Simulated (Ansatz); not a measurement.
# CsCaBr3: the cost of one run

Method: DFT LDA, scalar-relativistic, plane waves, PAW, in Ansatz 0.2.0.

### Step 1. The starting structure

The structure is cubic, space group Pm-3m (No. 221). Conventional cell: a = 5.709 Å, b = 5.709 Å, c = 5.709 Å, α = 90.00°, β = 90.00°, γ = 90.00°. Cs (site symmetry m-3m) is surrounded by 12 Br at 4.04 Å. Around Ca (site symmetry m-3m) lie 6 Br at 2.85 Å. Around Br (site symmetry 4/mmm) lie 2 Ca at 2.85 Å and 4 Cs at 4.04 Å.

As a file:

```xyz
5
Lattice="5.7087 0.0000 0.0000 0.0000 5.7087 0.0000 0.0000 0.0000 5.7087" Properties=species:S:1:pos:R:3 pbc="T T T"
Cs    0.0000    0.0000    0.0000
Ca    2.8543    2.8543    2.8543
Br    2.8543    0.0000    2.8543
Br    0.0000    2.8543    2.8543
Br    2.8543    2.8543    0.0000
```

Source of the structure: the Materials Project (structure only).

### Step 2. A first look at the start

The input, input.yaml:

```yaml
crystal:
  lattice:
    - [5.70866573, 0.0, 0.0]
    - [0.0, 5.70866573, 0.0]
    - [0.0, 0.0, 5.70866573]
  atoms:
    - { symbol: Cs, position: [0.0, 0.0, 0.0] }
    - { symbol: Ca, position: [0.5, 0.5, 0.5] }
    - { symbol: Br, position: [0.5, 0.0, 0.5] }
    - { symbol: Br, position: [0.0, 0.5, 0.5] }
    - { symbol: Br, position: [0.5, 0.5, 0.0] }
basis:
  ecutwfc: 420
kpoints:
  mp_grid: { grid: [4, 4, 4] }
hamiltonian:
  xc: lda
scf:
  occupations: { method: gaussian, width: 0.1 }
output:
  forces: true
  stress: true
  eigenvalues: true
```

**Question.** How long does this run take on 1 thread of an Arm CPU, shared host, and how much memory does it need?

About 2.7 s, with a peak of 0.37 GiB.
